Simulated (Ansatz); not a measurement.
Crystal: NiMoIrPdW.

```
Ni Mo Pd Ir W
1.0
     4.14670    0.00000    0.00000
    -2.07335    3.59115    0.00000
     0.00000    0.00000    5.41629
Ni Mo Pd Ir W
1 1 1 1 1
Direct
  0.00000 0.00000 0.02221
  0.66667 0.33333 0.45996
  0.33333 0.66667 0.74601
  0.33333 0.66667 0.25641
  0.66667 0.33333 0.99985
```

The cell was built by a generator and needn't be a form met in nature.

Base run:

- Program: Ansatz 0.2.0
- Functional: revPBE
- Potentials or basis: Ansatz PAW
- Cutoff: 420 eV (not typed: the program's choice for these potentials)
- k mesh: 7 × 7 × 5
- Occupations: fermi-dirac, width 0.05 eV
- Spin: collinear spin, ferromagnetic start
- Starting moments: [1.0, 1.0, 0.0, 0.6, 0.0] μB

Its results: band gap on the k mesh none (metal or under the smearing width); pressure 2.6 GPa; net moment 0.00 μB per cell; largest force 0.182 eV/Å.

**Question.** After a change of settings the same cell gave: band gap on the k mesh none (metal or under the smearing width); pressure -12.8 GPa; net moment 0.00 μB per cell; largest force 0.166 eV/Å. Which change was it?
A. functional from revPBE to r2SCAN; cutoff from 420 eV (not typed: the program's choice for these potentials) to 500 eV (not typed: the program's choice for these potentials)
B. functional from revPBE to LDA
C. functional from revPBE to RPBE

**Answer.** B.

LDA binds more tightly than revPBE, so the same cell stands under less pressure.

Caveats: spin-orbit coupling is left out, which moves the levels of the heavy elements; the PAW data sets come from PBE, with cores solved anew for the run's functional, which leaves a small shift of forces and pressure; the starting moments weren't kept.

Runs at the PBE level aren't shown here.
